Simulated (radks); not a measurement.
# O²⁺ with its nuclear charge varied continuously

Aim: the energy of 6 electrons in [He] 2s2 2p2 as the nuclear charge moves through non-integer values, and a test of dE/dZ = E(electron-nucleus)/Z.

Method: Dirac Kohn-Sham, PBEsol, spin-unpolarised, spherical densities, finite nucleus; open shells fill j = l - 1/2 first. Code: radks (a radial shooting solver on a logarithmic mesh, Libxc functionals) version 1.

## 1. Starting point

```
element            : oxygen (Z = 8)
charge             : +2
electrons          : 6
configuration      : [He] 2s2 2p2
nuclear rms radius : 2.6991 fm
```

In the logs a row gives level, spin channel, occupation and eigenvalue; Etot, Ekin, Encl (electron-nucleus), Eh (Hartree) and Exc are energies, all in hartree; err is the last residual, it the number of iterations.

## 2. Z = 8

The run's settings:

```text
Z 8
configuration [He] 2s2 2p2
relativity Dirac
functional pbe_sol,pbe_sol
spin unpolarised
j_filling energy
nucleus finite rms 2.6991 fm
c 137.035999084
```

The program printed:

```text
1s1/2   1   2.0000         -20.42144811
2s1/2   1   2.0000          -2.13582998
2p1/2   1   2.0000          -1.58507378
2p3/2   1   0.0000          -1.58314560
Etot -72.91992763722341
Ekin 72.85900683715685
Encl -165.4690626083173
Eh 26.71682457862802
Exc -7.0266964446909785
err 2.2025715348650904e-10
it 13
```

2p1/2 is the highest filled level (-43.132 eV).

Sizes of the orbitals, from the radial functions (bohr):

```csv
level,occupation,energy (eV),<r>,outermost maximum (interpolated),90 % within,nodes
1s1/2,2,-555.70,0.1997,0.129,0.358,0
2s1/2,2,-58.119,1.030,0.833,1.61,1
2p1/2,2,-43.132,1.002,0.743,1.67,0
2p3/2,0,-43.080,1.003,0.744,1.67,0
```

Radial density 4πr²ρ:

```csv
r (bohr),4πr²ρ (e/bohr)
0.00766,0.2078
0.0104,0.3650
0.0141,0.6313
0.0191,1.069
0.0259,1.760
0.0350,2.790
0.0475,4.199
0.0644,5.896
0.0872,7.542
0.118,8.519
0.160,8.165
0.217,6.371
0.294,4.080
0.399,2.810
0.541,3.137
0.733,3.892
0.993,3.525
1.33,2.069
1.81,0.6943
2.45,0.1195
3.32,0.008799
```

## 3. Z = 7

Settings, as their differences from step 2:

```diff
@@ -1,2 +1,2 @@
-Z 8
+Z 7
 configuration [He] 2s2 2p2
```

The program printed:

```text
1s1/2   1   2.0000         -14.69907654
2s1/2   1   2.0000          -1.18692878
2p1/2   1   2.0000          -0.75727932
2p3/2   1   0.0000          -0.75640220
Etot -53.74599799935733
Ekin 53.64365486451333
Encl -123.64777706506202
Eh 22.224259501921445
Exc -5.966135300730077
err 6.246344143059832e-10
it 13
```

E − E(step 2, Z = 8) = +521.749 eV. 2p1/2 is the highest filled level (-20.607 eV).

## 4. Z = 7.1

Settings, as their differences from step 3:

```diff
@@ -1,2 +1,2 @@
-Z 7
+Z 7.1
 configuration [He] 2s2 2p2
```

The program printed:

```text
1s1/2   1   2.0000         -15.22562802
2s1/2   1   2.0000          -1.27015958
2p1/2   1   2.0000          -0.82840587
2p3/2   1   0.0000          -0.82744917
Etot -55.52749857608787
Ekin 55.42815005413476
Encl -127.5588577613398
Eh 22.67570497628219
Exc -6.072495845165031
err 5.50335238258466e-10
it 13
```

Energy against step 2 (Z = 8): +473.272 eV. 2p1/2 is the highest filled level (-22.542 eV).

## 5. Z = 7.2

Settings, as their differences from step 4:

```diff
@@ -1,2 +1,2 @@
-Z 7.1
+Z 7.2
 configuration [He] 2s2 2p2
```

The program printed:

```text
1s1/2   1   2.0000         -15.76235341
2s1/2   1   2.0000          -1.35599987
2p1/2   1   2.0000          -0.90213937
2p3/2   1   0.0000          -0.90109800
Etot -57.33920397634246
Ekin 57.243091438371636
Encl -131.53007451179792
Eh 23.126550849679923
Exc -6.1787717525961
err 4.908746400493517e-10
it 13
```

Energy against step 2 (Z = 8): +423.973 eV. Highest occupied level: 2p1/2 at -24.548 eV.

## 6. Z = 7.3

Settings, as their differences from step 5:

```diff
@@ -1,2 +1,2 @@
-Z 7.2
+Z 7.3
 configuration [He] 2s2 2p2
```

The program printed:

```text
1s1/2   1   2.0000         -16.30924290
2s1/2   1   2.0000          -1.44444118
2p1/2   1   2.0000          -0.97847192
2p3/2   1   0.0000          -0.97734057
Etot -59.18111071343958
Ekin 59.0884802204255
Encl -135.56146843398795
Eh 23.576848191859284
Exc -6.284970691736418
err 4.417142585829979e-10
it 13
```

Energy against step 2 (Z = 8): +373.852 eV. 2p1/2 is the highest filled level (-26.626 eV).

## 7. Z = 7.4

Settings, as their differences from step 6:

```diff
@@ -1,2 +1,2 @@
-Z 7.3
+Z 7.4
 configuration [He] 2s2 2p2
```

The program printed:

```text
1s1/2   1   2.0000         -16.86628782
2s1/2   1   2.0000          -1.53547608
2p1/2   1   2.0000          -1.05739653
2p3/2   1   0.0000          -1.05616968
Etot -61.0532159788452
Ekin 60.96431854906947
Encl -139.65307727649986
Eh 24.02664219551174
Exc -6.391099446926562
err 3.99709979749406e-10
it 13
```

Energy against step 2 (Z = 8): +322.910 eV. 2p1/2 is the highest filled level (-28.773 eV).

## 8. Z = 7.5

Settings, as their differences from step 7:

```diff
@@ -1,2 +1,2 @@
-Z 7.4
+Z 7.5
 configuration [He] 2s2 2p2
```

The program printed:

```text
1s1/2   1   2.0000         -17.43348054
2s1/2   1   2.0000          -1.62909800
2p1/2   1   2.0000          -1.13890701
2p3/2   1   0.0000          -1.13757892
Etot -62.95551756473722
Ekin 62.870609421026124
Encl -143.8049360232867
Eh 24.47597309352996
Exc -6.497164056006612
err 3.627317970973863e-10
it 13
```

E − E(step 2, Z = 8) = +271.145 eV. The top filled level is 2p1/2, -30.991 eV.

## 9. Z = 7.6

Settings, as their differences from step 8:

```diff
@@ -1,2 +1,2 @@
-Z 7.5
+Z 7.6
 configuration [He] 2s2 2p2
```

The program printed:

```text
1s1/2   1   2.0000         -18.01081427
2s1/2   1   2.0000          -1.72530113
2p1/2   1   2.0000          -1.22299787
2p3/2   1   0.0000          -1.22156258
Etot -64.88801379885201
Ekin 64.80735659906523
Encl -148.01707737430002
Eh 24.92487689810632
Exc -6.603169921723552
err 3.293360348118267e-10
it 13
```

E − E(step 2, Z = 8) = +218.560 eV. The top filled level is 2p1/2, -33.279 eV.

## 10. Z = 7.7

Settings, as their differences from step 9:

```diff
@@ -1,2 +1,2 @@
-Z 7.6
+Z 7.7
 configuration [He] 2s2 2p2
```

The program printed:

```text
1s1/2   1   2.0000         -18.59828299
2s1/2   1   2.0000          -1.82408028
2p1/2   1   2.0000          -1.30966418
2p3/2   1   0.0000          -1.30811551
Etot -66.85070348923195
Ekin 66.77456454283114
Encl -152.28953213202877
Eh 25.373386002617075
Exc -6.7091219026513915
err 2.987049894098364e-10
it 13
```

Energy against step 2 (Z = 8): +165.152 eV. Highest occupied level: 2p1/2 at -35.638 eV.

## 11. Z = 7.8

Settings, as their differences from step 10:

```diff
@@ -1,2 +1,2 @@
-Z 7.7
+Z 7.8
 configuration [He] 2s2 2p2
```

The program printed:

```text
1s1/2   1   2.0000         -19.19588132
2s1/2   1   2.0000          -1.92543083
2p1/2   1   2.0000          -1.39890151
2p3/2   1   0.0000          -1.39723307
Etot -68.84358587703368
Ekin 68.77223834987026
Encl -156.62232951507409
Eh 25.82152967618827
Exc -6.815024388018124
err 2.704943459241729e-10
it 13
```

E − E(step 2, Z = 8) = +110.923 eV. Highest occupied level: 2p1/2 at -38.066 eV.

## 12. Z = 7.9

Settings, as their differences from step 11:

```diff
@@ -1,2 +1,2 @@
-Z 7.8
+Z 7.9
 configuration [He] 2s2 2p2
```

The program printed:

```text
1s1/2   1   2.0000         -19.80360445
2s1/2   1   2.0000          -2.02934864
2p1/2   1   2.0000          -1.49070591
2p3/2   1   0.0000          -1.48891104
Etot -70.86666059596797
Ekin 70.8003837050941
Encl -161.01549741499952
Eh 26.269334473747513
Exc -6.9208813598100765
err 2.443100276675557e-10
it 13
```

E − E(step 2, Z = 8) = +55.872 eV. The top filled level is 2p1/2, -40.564 eV.

## 13. Z = 8.1

Settings, as their differences from step 12:

```diff
@@ -1,2 +1,2 @@
-Z 7.9
+Z 8.1
 configuration [He] 2s2 2p2
```

The program printed:

```text
1s1/2   1   2.0000         -21.04940846
2s1/2   1   2.0000          -2.24487150
2p1/2   1   2.0000          -1.68200187
2p3/2   1   0.0000          -1.67993327
Etot -75.00338731897683
Ekin 74.9481144805928
Encl -169.98305093281215
Eh 27.16402209095374
Exc -7.132472957711226
err 1.9825488792073383e-10
it 13
```

E − E(step 2, Z = 8) = -56.694 eV. Highest occupied level: 2p1/2 at -45.770 eV.

## 14. Z = 8.2

Settings, as their differences from step 13:

```diff
@@ -1,2 +1,2 @@
-Z 8.1
+Z 8.2
 configuration [He] 2s2 2p2
```

The program printed:

```text
1s1/2   1   2.0000         -21.68748205
2s1/2   1   2.0000          -2.35647017
2p1/2   1   2.0000          -1.78148724
2p3/2   1   0.0000          -1.77927086
Etot -77.11704025975648
Ekin 77.06771384279146
Encl -174.55748743524458
Eh 27.61094727203914
Exc -7.2382139393425025
err 1.7835939727464265e-10
it 13
```

Energy against step 2 (Z = 8): -114.209 eV. Highest occupied level: 2p1/2 at -48.477 eV.

## 15. Z = 8.3

Settings, as their differences from step 14:

```diff
@@ -1,2 +1,2 @@
-Z 8.2
+Z 8.3
 configuration [He] 2s2 2p2
```

The program printed:

```text
1s1/2   1   2.0000         -22.33566583
2s1/2   1   2.0000          -2.47062325
2p1/2   1   2.0000          -1.88352721
2p3/2   1   0.0000          -1.88115543
Etot -79.26088735506048
Ekin 79.2178125750425
Encl -179.19239649587374
Eh 28.05761875281501
Exc -7.343922187044258
err 1.606578233865595e-10
it 13
```

Energy against step 2 (Z = 8): -172.546 eV. The top filled level is 2p1/2, -51.253 eV.

## 16. Z = 8.4

Settings, as their differences from step 15:

```diff
@@ -1,2 +1,2 @@
-Z 8.3
+Z 8.4
 configuration [He] 2s2 2p2
```

The program printed:

```text
1s1/2   1   2.0000         -22.99395706
2s1/2   1   2.0000          -2.58732824
2p1/2   1   2.0000          -1.98811934
2p3/2   1   0.0000          -1.98558431
Etot -81.43492975675916
Ekin 81.39841874705502
Encl -183.88780193411648
Eh 28.504053712622976
Exc -7.449600282320674
err 1.4510963792747044e-10
it 13
```

Energy against step 2 (Z = 8): -231.705 eV. Highest occupied level: 2p1/2 at -54.099 eV.

## 17. Z = 8.5

Settings, as their differences from step 16:

```diff
@@ -1,2 +1,2 @@
-Z 8.4
+Z 8.5
 configuration [He] 2s2 2p2
```

The program printed:

```text
1s1/2   1   2.0000         -23.66235328
2s1/2   1   2.0000          -2.70658291
2p1/2   1   2.0000          -2.09526141
2p3/2   1   0.0000          -2.09255500
Etot -83.6391688548618
Ekin 83.60954082441188
Encl -188.64372709865216
Eh 28.95026803340798
Exc -7.555250614029489
err 1.3182788851245669e-10
it 13
```

Energy against step 2 (Z = 8): -291.685 eV. 2p1/2 is the highest filled level (-57.015 eV).

## 18. Z = 8.6

Settings, as their differences from step 17:

```diff
@@ -1,2 +1,2 @@
-Z 8.5
+Z 8.6
 configuration [He] 2s2 2p2
```

The program printed:

```text
1s1/2   1   2.0000         -24.34085232
2s1/2   1   2.0000          -2.82838521
2p1/2   1   2.0000          -2.20495138
2p3/2   1   0.0000          -2.20206522
Etot -85.87360626133473
Ekin 85.85118764860005
Encl -193.460194944782
Eh 29.396276433414833
Exc -7.660875398567626
err 1.2063740852611793e-10
it 13
```

E − E(step 2, Z = 8) = -352.488 eV. 2p1/2 is the highest filled level (-60.000 eV).

## 19. Z = 8.7

Settings, as their differences from step 18:

```diff
@@ -1,2 +1,2 @@
-Z 8.6
+Z 8.7
 configuration [He] 2s2 2p2
```

The program printed:

```text
1s1/2   1   2.0000         -25.02945226
2s1/2   1   2.0000          -2.95273328
2p1/2   1   2.0000          -2.31718741
2p3/2   1   0.0000          -2.31411285
Etot -88.13824379568189
Ekin 88.12336841918946
Encl -198.33722810104283
Eh 29.84209258359192
Exc -7.766476697420448
err 1.1149836541769681e-10
it 13
```

Energy against step 2 (Z = 8): -414.111 eV. Highest occupied level: 2p1/2 at -63.054 eV.

## 20. Z = 8.8

Settings, as their differences from step 19:

```diff
@@ -1,2 +1,2 @@
-Z 8.7
+Z 8.8
 configuration [He] 2s2 2p2
```

The program printed:

```text
1s1/2   1   2.0000         -25.72815138
2s1/2   1   2.0000          -3.07962542
2p1/2   1   2.0000          -2.43196780
2p3/2   1   0.0000          -2.42869592
Etot -90.43308347205941
Ekin 90.42609267795879
Encl -203.27484892698862
Eh 30.28772920946713
Exc -7.8720564324967075
err 1.0425439132658026e-10
it 13
```

Energy against step 2 (Z = 8): -476.557 eV. The top filled level is 2p1/2, -66.177 eV.

## 21. Z = 8.9

Settings, as their differences from step 20:

```diff
@@ -1,2 +1,2 @@
-Z 8.8
+Z 8.9
 configuration [He] 2s2 2p2
```

The program printed:

```text
1s1/2   1   2.0000         -26.43694819
2s1/2   1   2.0000          -3.20906010
2p1/2   1   2.0000          -2.54929098
2p3/2   1   0.0000          -2.54581260
Etot -92.7581274877286
Ekin 92.75937029463813
Encl -208.2730795633957
Eh 30.733198180600034
Exc -7.977616399571068
err 9.865949455410242e-11
it 13
```

E − E(step 2, Z = 8) = -539.825 eV. Highest occupied level: 2p1/2 at -69.370 eV.

## 22. Z = 9

Settings, as their differences from step 21:

```diff
@@ -1,2 +1,2 @@
-Z 8.9
+Z 9
 configuration [He] 2s2 2p2
```

The program printed:

```text
1s1/2   1   2.0000         -27.15584137
2s1/2   1   2.0000          -3.34103592
2p1/2   1   2.0000          -2.66915555
2p3/2   1   0.0000          -2.66546121
Etot -95.11337821267357
Ekin 95.12321145412858
Encl -213.33194197617615
Eh 31.17851058949524
Exc -8.083158280121225
err 9.446417362764842e-11
it 13
```

Energy against step 2 (Z = 8): -603.915 eV. The top filled level is 2p1/2, -72.631 eV.

## 23. Results

```csv
Z,E (hartree),E(electron-nucleus)/Z (hartree),highest level,its energy (eV),<r> (bohr)
7,-53.74600,-17.6640,2p1/2,-20.607,1.276
7.1,-55.52750,-17.9660,2p1/2,-22.542,1.241
7.2,-57.33920,-18.2681,2p1/2,-24.548,1.209
7.3,-59.18111,-18.5701,2p1/2,-26.626,1.178
7.4,-61.05322,-18.8720,2p1/2,-28.773,1.149
7.5,-62.95552,-19.1740,2p1/2,-30.991,1.121
7.6,-64.88801,-19.4759,2p1/2,-33.279,1.095
7.7,-66.85070,-19.7779,2p1/2,-35.638,1.070
7.8,-68.84359,-20.0798,2p1/2,-38.066,1.046
7.9,-70.86666,-20.3817,2p1/2,-40.564,1.024
8,-72.91993,-20.6836,2p1/2,-43.132,1.002
8.1,-75.00339,-20.9856,2p1/2,-45.770,0.9811
8.2,-77.11704,-21.2875,2p1/2,-48.477,0.9613
8.3,-79.26089,-21.5894,2p1/2,-51.253,0.9422
8.4,-81.43493,-21.8914,2p1/2,-54.099,0.9239
8.5,-83.63917,-22.1934,2p1/2,-57.015,0.9064
8.6,-85.87361,-22.4954,2p1/2,-60.000,0.8895
8.7,-88.13824,-22.7974,2p1/2,-63.054,0.8733
8.8,-90.43308,-23.0994,2p1/2,-66.177,0.8577
8.9,-92.75813,-23.4015,2p1/2,-69.370,0.8426
9,-95.11338,-23.7035,2p1/2,-72.631,0.8281
```

**Reading.** At Z = 8 the central difference of E is -20.684 hartree, against -20.684 from the Hellmann-Feynman theorem. The top level goes from -20.607 eV at Z = 7 to -72.631 eV at Z = 9.
